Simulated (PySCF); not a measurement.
# AlNH4O2 (SMILES [NH2][Al]([OH])[OH]): levels of theory compared

Aim: a comparison of 6 runs (BHLYP/6-311+G**, BLYP/6-311+G**, M06-L/6-311+G**, PBE/6-311+G**, PBE0/6-311+G**, r2SCAN/6-311+G**) of AlNH4O2. The job is set up through a Python script.

Program for the calculation: PySCF 2.14.0.

### Step 1. The structure to begin with

AlNH4O2: 8 atoms, total charge 0, spin state singlet. SMILES: `[NH2][Al]([OH])[OH]`. The shape is that of a PBE0-D4/def2-TZVP optimisation. This is one conformer, not always the lowest.

Bond lengths: N1–Al2 1.760 Å, Al2–O3 1.695 Å, Al2–O4 1.692 Å, N1–H5 1.005 Å, N1–H6 1.006 Å, O3–H7 0.954 Å, O4–H8 0.955 Å. Angles: N1–Al2–O3 123.6°, N1–Al2–O4 117.6°, O3–Al2–O4 118.8°, Al2–N1–H5 126.0°, Al2–N1–H6 123.5°, Al2–O3–H7 124.8°, Al2–O4–H8 122.2°, H5–N1–H6 110.5°.

### Step 2. A single-point energy at BHLYP/6-311+G(d,p) (run 1)

Contents of job.py:

```python
from pyscf import gto, dft

molecule = gto.M(
    atom='''
N     -0.856802     2.590626     0.300466
Al     0.041385    -0.593941    -0.028724
O      2.965736    -1.523308    -0.946564
O     -2.154477    -2.827219     0.612649
H      0.250956     4.100706    -0.017008
H     -2.593838     3.140725     0.846030
H      4.321804    -0.404023    -1.346808
H     -1.800531    -4.591657     0.474699
''',
    spin=0,
    unit='bohr',
    basis='6-311+g**',
    max_memory=1860,
    verbose=3,
)

mf = dft.RKS(molecule, xc='bhandhlyp')
mf.conv_tol = 1e-10
mf.grids.level = 5
mf.kernel()
if not mf.converged:
    mf = mf.newton().run(mf.mo_coeff, mf.mo_occ)

etot = mf.e_tot
print(f'total energy: {etot:.8f} hartree')
```

Run with:

```
$ OMP_NUM_THREADS=1 python job.py
```

The log of the run:

```text
converged SCF energy = -450.162359872631
total energy: -450.16235987 hartree
```

It took 28 s on 1 thread of Intel Xeon at 2.70GHz, shared host; peak memory 0.66 GiB.

### Step 3. A single-point energy at BLYP/6-311+G(d,p) (run 2)

Contents of start.xyz:

```xyz
8
AlH4NO2
N     -0.453400     1.370900     0.159000
Al     0.021900    -0.314300    -0.015200
O      1.569400    -0.806100    -0.500900
O     -1.140100    -1.496100     0.324200
H      0.132800     2.170000    -0.009000
H     -1.372600     1.662000     0.447700
H      2.287000    -0.213800    -0.712700
H     -0.952800    -2.429800     0.251200
```

Contents of run.py:

```python
# [NH2][Al]([OH])[OH]
from pyscf import gto, dft

mol = gto.M(
    atom='start.xyz',
    max_memory=1860,
    verbose=3,
    charge=0,
    basis='6-311+g**',
)

ks = dft.RKS(mol, xc='blyp')
ks.grids.level = 5
ks.conv_tol = 1e-10
ks.kernel()
if not ks.converged:
    ks = ks.newton().run(ks.mo_coeff, ks.mo_occ)

etot = ks.e_tot
print('E(%s) = %.9f' % ('BLYP', etot))
```

Run with:

```
$ OMP_NUM_THREADS=1 python run.py
```

The log of the run:

```text
converged SCF energy = -450.230321675615
E(BLYP) = -450.230321676
```

Wall time 33 s (1 thread of Intel Xeon at 2.70GHz, shared host); peak memory 0.66 GiB.

Runs 3 to 5 aren't shown in full; the table further down has their settings and results.

### Step 4. The energy at r2SCAN/6-311+G(d,p) (run 6)

Contents of geometry.xyz:

```xyz
8
AlH4NO2
N     -0.453400     1.370900     0.159000
Al     0.021900    -0.314300    -0.015200
O      1.569400    -0.806100    -0.500900
O     -1.140100    -1.496100     0.324200
H      0.132800     2.170000    -0.009000
H     -1.372600     1.662000     0.447700
H      2.287000    -0.213800    -0.712700
H     -0.952800    -2.429800     0.251200
```

Contents of job.py:

```python
from pyscf import gto, dft

molecule = gto.Mole()
molecule.atom = 'geometry.xyz'
molecule.basis = '6-311+g**'
molecule.max_memory = 1860
molecule.spin = 0
molecule.verbose = 3
molecule.build()

ks = dft.RKS(molecule, xc='r2scan')
ks.conv_tol = 1e-10
ks.grids.level = 5
ks.kernel()
if not ks.converged:
    ks = ks.newton().run(ks.mo_coeff, ks.mo_occ)

e_final = ks.e_tot
print('Final energy', e_final)
```

Run with:

```
$ OMP_NUM_THREADS=1 python job.py
```

The log of the run:

```text
converged SCF energy = -450.135811428168
Final energy -450.13581142816815
```

Run time: 48 s. Hardware: 1 thread of Intel Xeon at 2.70GHz, shared host; peak memory 0.7 GiB.

### Step 5. The series

| run | level | energy (Eh) | dipole moment (D) | HOMO energy (eV) | LUMO energy (eV) | wall time |
| --- | --- | --- | --- | --- | --- | --- |
| 1 | BHLYP/6-311+G** | -450.162360 | 1.88 | -8.81 | -0.19 | 28 s |
| 2 | BLYP/6-311+G** | -450.230322 | 1.76 | -5.92 | -1.42 | 33 s |
| 3 | M06-L/6-311+G** | -450.224251 | 1.76 | -6.19 | -0.72 | 48 s |
| 4 | PBE/6-311+G** | -449.898453 | 1.76 | -6.04 | -1.42 | 34 s |
| 5 | PBE0/6-311+G** | -449.922344 | 1.82 | -7.47 | -0.70 | 29 s |
| 6 | r2SCAN/6-311+G** | -450.135811 | 1.80 | -6.32 | -0.85 | 48 s |

### Step 6. Results

| quantity | value |
| --- | --- |
| run 6: total energy | -450.13581 Eh |
| run 6: dipole moment | 1.80 D |
| run 6: HOMO energy | -6.32 eV |
| run 6: LUMO energy | -0.85 eV |
| run 6: HOMO–LUMO gap | 5.47 eV |

The dipole moment (its size) runs from 1.76 D (M06-L/6-311+G**) to 1.88 D (BHLYP/6-311+G**). The HOMO–LUMO gap runs from 4.50 eV (BLYP/6-311+G**) to 8.62 eV (BHLYP/6-311+G**). Totals of different functionals can't be ranked against each other. All runs together took 3.7 min, the longest 48 s.
